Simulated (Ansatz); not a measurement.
The system is MoPt, a sheet with vacuum.

```
Mo Pt
1.0
     3.55130    0.00000    0.00000
     0.00000    3.55130    0.00000
     0.00000    0.00000   23.80000
Mo Pt
1 1
Direct
  0.50000 0.50000 0.29412
  0.00000 0.00000 0.29412
```

The cell was built by a generator and needn't be a form met in nature.

Below is the output of Ansatz 0.2.0 for this cell. Logs are shortened: lines on timing, memory, paths and dates and some standing lists are left out, and cuts for length are marked.

```text
Warning: RAYON_NUM_THREADS=4 ignored (pool sized by the plan → 4); use --threads N
LAPW: plane waves up to 8.807 Å⁻¹, error target 2.0e-3 eV per atom; small_component_spin mean_spin; Mo in spheres of 1.217 Å, 32 of its electrons in bands, Dirac shells []; Pt in spheres of 1.294 Å, 42 of its electrons in bands, Dirac shells [] (how accurate: hamiltonian.pseudopotentials.lapw.basis_error, Limitations)
Engine: ansatz 0.2.0, aarch64-unknown-linux-gnu
Pseudopotentials: kind: all_electron
Pseudopotential: Mo, LAPW, valence charge 32, lapw/all_electron/scalar/gaussian/Mo, Koelling and Harmon's equation, gaussian nucleus
Pseudopotential: Pt, LAPW, valence charge 42, lapw/all_electron/scalar/gaussian/Pt, Koelling and Harmon's equation, gaussian nucleus
Functional definition: PBE
  parameter kappa = 0.804
  parameter beta = 0.06672455060314922
  exchange = pbe_x(kappa = kappa, mu = beta*pi^2/3)
  correlation = pbe_c(beta = beta)
Crystal: 2 atoms, lattice volume = 300.159 Å³
Basis set: ecut = 295.496628765227 eV, 3319 PW (Γ), exchange–correlation at level 2
Bands: 45, of which v1, the nominal top of the filled ones, is band 37 counted from 1 (36 counted from 0)
Symmetry: 16 space group operations
Space group: P4/mmm (ITA 123), of the structure as read, at distance tolerance 6.7e-5 Å
[... 23 lines left out ...]
Harris-Foulkes:  -611131.341753 eV  (|F-HF|=5.00e-7)
Internal energy: -611131.294467 eV  (E = F + TS)
E sigma→0 (E₀):  -611131.318110 eV
Entropy (-TS):   -0.047286 eV (-23.643 meV/atom)
Fermi energy:    -5.003682 eV
--- Per-component energies (eV) ---
  E_band       = -10639.509090
  E_kinetic    = 683064.338391
  E_xc         = -13060.824873
  E_electrostatic = -1281134.807985  (all electrons and nuclei)
  E_smearing   = -0.047286  (= −TS)
  E_closure    = 0.000000  (closes the sum)
  E_atoms      = -611118.141056  (free atoms, spherical and without spin; not in F)
  Σ components = -611131.341753   (vs F -611131.341753, Δ=0.00e0)
  Basis errors (estimates in eV, not in F): energy 9.5e-4 per atom: plane waves 8.5e-4 (5.3e-4 summed), levels above the bands 1.6e-58, relativity 8.8e-8, radial functions 9.7e-5, core shells 8.5e-7; eigenvalues (radial functions only) 4.3e-6; not estimated: angular momenta, meshes, grids; target (lapw.basis_error) 2.0e-3; muffin-tin radii Mo 1.217 Å, Pt 1.294 Å
--- Forces (eV/Å), atoms counted from 1 ---
  atom   1  Mo     0.00000000    -0.00000000    -0.00000000
  atom   2  Pt     0.00000000     0.00000000     0.00000000
  max |Σ_I F_I| component: 6.63e-29 eV/Å
--- 2D stress c σ (N/m, compression-positive) ---
       -0.907344      -0.000000       0.000000
       -0.000000      -0.907344       0.000000
        0.000000       0.000000       0.000000
  P = ½ c Tr σ = -0.9073 N/m
--- Band table (eV; the first three rows and the last of 15) ---
  k-point 0: bands = ["-478.5160", "-381.2395", "-381.2395", "-381.1807", "-308.7696", "-308.7601", "-308.6850", "-308.6850", "-308.6334", "-223.1370", "-223.1008", "-223.0836", "-223.0836", "-223.0610", "-103.8942", "-72.5191", "-72.5191", "-72.4525", "-72.4470", "-72.3888", "-72.3888", "-72.3650", "-66.3818", "-58.2600", "-58.2600", "-57.8018", "-40.4429", "-40.4429", "-40.4388", "-11.8673", "-11.4260", "-11.0116", "-8.4536", "-8.4536", "-8.0679", "-4.5984", "-4.4426", "-3.9741", "-3.9741", "-2.8369", "-0.4505", "-0.3453", "0.0079", "0.8571", "1.1648"]
  k-point 1: bands = ["-478.5160", "-381.2395", "-381.2395", "-381.1807", "-308.7696", "-308.7601", "-308.6850", "-308.6850", "-308.6334", "-223.1370", "-223.1008", "-223.0836", "-223.0836", "-223.0610", "-103.8942", "-72.5191", "-72.5191", "-72.4525", "-72.4470", "-72.3888", "-72.3888", "-72.3650", "-66.3825", "-58.2592", "-58.2588", "-57.8016", "-40.4598", "-40.4492", "-40.4383", "-11.5683", "-11.2038", "-10.7987", "-8.4749", "-8.3786", "-7.9896", "-5.1499", "-4.6759", "-4.1142", "-3.1925", "-3.1396", "-1.5883", "-0.1739", "0.2250", "1.0291", "1.3802"]
  k-point 2: bands = ["-478.5160", "-381.2395", "-381.2395", "-381.1807", "-308.7696", "-308.7601", "-308.6850", "-308.6850", "-308.6334", "-223.1370", "-223.1008", "-223.0836", "-223.0836", "-223.0610", "-103.8941", "-72.5191", "-72.5190", "-72.4525", "-72.4470", "-72.3888", "-72.3888", "-72.3650", "-66.3841", "-58.2574", "-58.2560", "-57.8012", "-40.5006", "-40.4645", "-40.4373", "-10.7684", "-10.5267", "-10.1837", "-8.5182", "-8.1780", "-7.7814", "-5.9066", "-4.8896", "-4.4682", "-4.0278", "-3.4963", "-2.1455", "-0.7433", "0.3715", "0.8511", "1.5790"]
  k-point 14: bands = ["-478.5160", "-381.2395", "-381.2395", "-381.1807", "-308.7696", "-308.7601", "-308.6850", "-308.6850", "-308.6334", "-223.1370", "-223.1008", "-223.0836", "-223.0836", "-223.0610", "-103.8937", "-72.5191", "-72.5191", "-72.4525", "-72.4470", "-72.3888", "-72.3888", "-72.3650", "-66.3752", "-58.2757", "-58.2757", "-57.7996", "-40.4938", "-40.4938", "-40.4287", "-10.2445", "-10.1031", "-9.4703", "-9.4703", "-7.6731", "-6.9959", "-4.6945", "-4.2002", "-3.7502", "-3.7502", "-3.3364", "-3.3364", "0.9809", "1.7931", "2.4848", "2.9927"]
  the weakly bound empty levels are not read free of the cell's end (augmented_plane_waves)
```

Q: Write the input and the command behind it.

A: Work function with PBE, no spin polarisation. The files as run (others can give the same):

input.yaml
```yaml
crystal:
  lattice:
    - [3.5513, 0.0, 0.0]
    - [0.0, 3.5513, 0.0]
    - [0.0, 0.0, 23.8]
  atoms:
    - { symbol: Mo, position: [0.5, 0.5, 0.29412] }
    - { symbol: Pt, position: [0.0, 0.0, 0.29412] }
  periodic: [true, true, false]
kpoints:
  mp_grid: { grid: [8, 8, 1] }
scf:
  occupations: { method: fermi_dirac, width: 0.05 }
hamiltonian:
  xc: pbe
  pseudopotentials: { kind: all_electron, lapw: { basis_error: 0.002 } }
output:
  forces: true
  stress: true
  eigenvalues: true
```

Potentials or basis: all-electron LAPW, scalar-relativistic.
Launch:
```sh
$ ansatz run input.yaml --threads 4 --pin off --max-ram 12288MiB --backend cpu --events-out ev --progress --plain --runs-dir out
```
